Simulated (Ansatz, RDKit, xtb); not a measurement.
# C3H4BNO: which of the isomers drawn lies lowest?

A sample of isomers of C3H4BNO is drawn. Aim: find which of them has the lowest free energy at 298.15 K, then its properties. The sample is small against all isomers, and the most stable one of this formula need not be in it.

Plan: many cheap relaxations first (GFN2-xTB), then density-functional screening, relaxation at PBE0-D3(BJ)/def2-SVP, vibrations and a final energy. The numbers are computed, not measured.

## 1. Candidates

Isomers were taken from a list of plausible structures; this is a sample, not all of them. That gives 3 candidates.

| label | SMILES | spin |
| --- | --- | --- |
| c012 | Bc1cocn1 | singlet |
| c069 | Bc1ncco1 | singlet |
| c453 | Bc1cnco1 | singlet |

Candidates are built by distance geometry, with a force field where one applies, in up to four conformers (letters a to d).

**Question.** With final energies at CCSD(T)/def2-SVP + MP2/def2-TZVPP - MP2/def2-SVP, which structure will this search put lowest in free energy, and by what margin?

| quantity | value |
| --- | --- |
| lowest structure found | Bc1cnco1, singlet, Cs |
| next finalist | Bc1cocn1, singlet, 3.1 kcal/mol higher in G |
| share at equilibrium, among the finalists | 99.4 % |
| harmonic wavenumbers, lowest and highest (PBE0-D3(BJ)/def2-SVP) | 202 and 3286 cm⁻¹ |
| rotational constants, same geometry | 0.3172, 0.1278, 0.09111 cm⁻¹ |

The lowest structure found is `Bc1cnco1`. Among the finalists first place is clear (3.1 kcal/mol); structures outside the list aren't covered. GFN2-xTB, HF/STO-3G, r2SCAN-D4/def2-SVP, PBE0-D3(BJ)/def2-SVP, HF/def2-SVP and MP2/def2-SVP already put its bonding pattern lowest among the structures in one piece. The search is not exhaustive (a finite list of starts, one conformer a finalist), so a lower isomer can't be ruled out. Only 3 drawn patterns were tried, so whole families of isomers are missing, and the result ranks this sample alone. The lowest isomer need not be the one that is made and kept in a bottle, which depends on barriers.
